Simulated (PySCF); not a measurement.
# C10H14 (o-cymene): the cost of one run

The runs use PySCF 2.14.0, with density-fitted response routines of our own; the level of theory stands in each step. All values are computed, except where a source is named. Atoms are numbered from 0 throughout.

## Step 1: The molecule as given

24 atoms, charge 0, multiplicity 1; geometry from: GFN2-xTB. The atoms were then displaced at random by about 0.01 Å, so the start is not that level's minimum.

Bonds of the start (Å): C0–C1 1.48, C1–C2 1.38, C2–C3 1.39, C3–C4 1.41, C4–C5 1.39, C5–C6 1.38, C6–C7 1.51, C7–C8 1.51, C7–C9 1.55, C6–C1 1.39, C0–H10 1.11, C0–H11 1.10, C0–H12 1.07, C2–H13 1.09, C3–H14 1.05, C4–H15 1.06, C5–H16 1.07, C7–H17 1.10, C8–H18 1.09, C8–H19 1.09, C8–H20 1.10, C9–H21 1.07, C9–H22 1.08, C9–H23 1.09.

## Step 2: Geometry optimisation at PBE0-D3(BJ)/def2-SVP

Job settings and geometry (Å):

```
{"job": {"xc": "PBE0", "basis": "def2-SVP", "d3": "d3bj", "grid": 1, "shake": 0.01, "kind": "geom"}, "charge": 0, "multiplicity": 1}
C      0.628400     2.135800     0.908780
C      1.026920     0.806540     0.399360
C      2.366250     0.494940     0.372500
C      2.871080    -0.726680    -0.072860
C      1.921230    -1.674600    -0.521540
C      0.571450    -1.362240    -0.498340
C      0.118010    -0.139610    -0.045650
C     -1.364590     0.138740    -0.059220
C     -1.935440     0.079060    -1.460860
C     -2.118700    -0.855820     0.866140
H      0.070010     2.713280     0.139320
H     -0.045440     2.066480     1.773390
H      1.448680     2.752090     1.195250
H      3.084680     1.233750     0.733900
H      3.891010    -0.959410    -0.075540
H      2.258220    -2.617340    -0.858960
H     -0.127410    -2.097250    -0.845170
H     -1.574000     1.144380     0.336030
H     -1.400040     0.760830    -2.121320
H     -1.857260    -0.918220    -1.891980
H     -3.004890     0.341150    -1.494730
H     -1.698330    -0.837310     1.854250
H     -3.166850    -0.591360     0.882190
H     -2.027280    -1.867610     0.479270
```

On the command line:

```console
> OMP_NUM_THREADS=1 python probes_run.py task.json out
```

The driver reads the jobs from task.json and runs them one after another.

**Question.** How long does this first job take on 1 thread of Arm Neoverse V1, shared host, and how much memory does it need?

About 3.7 min, with a peak of 0.91 GiB.
